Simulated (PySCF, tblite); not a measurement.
**C4H10GeSSi2: geometry, infrared bands and NMR shifts**

Wanted: the infrared bands and NMR shifts of C4H10GeSSi2 (`[GeH3][SiH2][SiH2]c1cccs1`), by calculation.

Computed with tblite 0.8.0 and PySCF 2.14.0, with density-fitted response routines of our own, on a single molecule in the gas phase. Atoms are numbered from 0 throughout.

## (1) The starting structure

18 atoms, charge 0, multiplicity 1; geometry from: force field or distance geometry start.

Bonds of the start (Å): Ge0–Si1 2.30, Si1–Si2 2.25, Si2–C3 1.84, C3–C4 1.39, C4–C5 1.40, C5–C6 1.39, C6–S7 1.68, S7–C3 1.67, Ge0–H8 1.55, Ge0–H9 1.56, Ge0–H10 1.55, Si1–H11 1.46, Si1–H12 1.48, Si2–H13 1.47, Si2–H14 1.46, C4–H15 1.09, C5–H16 1.09, C6–H17 1.07.

## (2) Optimising the geometry with GFN2-xTB

Job settings and geometry (Å):

```
{"job": {"kind": "relax", "xc": "GFN2-xTB", "basis": "xTB"}, "charge": 0, "multiplicity": 1}
Ge    -2.448300     1.059500     0.053700
Si    -2.041300    -1.143900    -0.485400
Si    -0.198500    -1.813200     0.619500
C      1.149800    -0.621000     0.233600
C      1.394300     0.563700     0.911100
C      2.436200     1.302900     0.334600
C      3.009300     0.703000    -0.781400
S      2.210300    -0.745400    -1.055100
H     -1.236400     1.921800    -0.369800
H     -3.732100     1.541200    -0.686800
H     -2.668300     1.187100     1.583400
H     -1.811400    -1.269400    -1.921500
H     -3.185100    -1.982200    -0.070300
H     -0.470100    -1.805200     2.059300
H      0.167800    -3.153200     0.183200
H      0.826300     0.902000     1.774900
H      2.770000     2.262500     0.727400
H      3.818800     1.096200    -1.368900
```

The run is started by

```
> OMP_NUM_THREADS=1 python probes_run.py task.json out
```

The driver reads the jobs from task.json and runs them one after another.

**Question.** This job is followed by: GFN2-xTB harmonic vibrations, gas phase; GIAO PBE0/pcSseg-1 NMR shielding, non-relativistic, gas phase. Predict these results of the whole session: strongest single infrared mode (GFN2-xTB); zero-point energy (GFN2-xTB); ¹³C shifts against TMS (PBE0/pcSseg-1); ¹H shifts against TMS (PBE0/pcSseg-1, means over atoms taken as alike); ⁷³Ge shifts against GeMe4 (PBE0/pcSseg-1); ²⁹Si shifts against TMS (PBE0/pcSseg-1); ³³S shifts against CS2 (PBE0/pcSseg-1); surface potential, 1st and 99th percentile.

As calculated:

```
                                                              quantity                                   value
                             strongest single infrared mode (GFN2-xTB)                    606 cm⁻¹, 806 km/mol
                                          zero-point energy (GFN2-xTB)                           69.0 kcal/mol
                                ¹³C shifts against TMS (PBE0/pcSseg-1)          142.8, 140.8, 136.4, 133.2 ppm
¹H shifts against TMS (PBE0/pcSseg-1, means over atoms taken as alike)  7.47, 7.44, 7.41, 4.87, 3.59, 3.09 ppm
                             ⁷³Ge shifts against GeMe4 (PBE0/pcSseg-1)                                -369 ppm
                               ²⁹Si shifts against TMS (PBE0/pcSseg-1)                       -80.8, -119.6 ppm
                                ³³S shifts against CS2 (PBE0/pcSseg-1)                                 270 ppm
                                 surface potential, 1st and 99th percentile                      -0.58 V and 1.16 V
```

**Reading.** Over 103 steps the energy fell by 0.440 eV; of the close pairs, Si1–Si2 changed most, 2.250 to 2.325 Å. The lowest mode is slightly imaginary (9i cm⁻¹), a soft motion within the noise of the Hessian, so the minimum is not strictly shown. The strongest single mode, at 606 cm⁻¹, is carried by H12, H11, H14. Unscaled tight-binding wavenumbers are off by several per cent, some by more. Its intensities can rank the bands wrongly. At PBE0/pcSseg-1: The widest tensor belongs to S7: span 283 ppm, with a paramagnetic part of -823 ppm. NICS(1)zz of -28 ppm above the planar ring from C3 marks a diatropic (aromatic) ring current. At PBE0/pcSseg-1, counted by nearest atom on the grid, the HOMO lies on C3, C6 about 28 % each; C4, C5 about 11 % each, the LUMO on C3 21 %; S7 18 %. Spin-orbit coupling is left out, which matters for shieldings and couplings at and beside the heavy atoms.
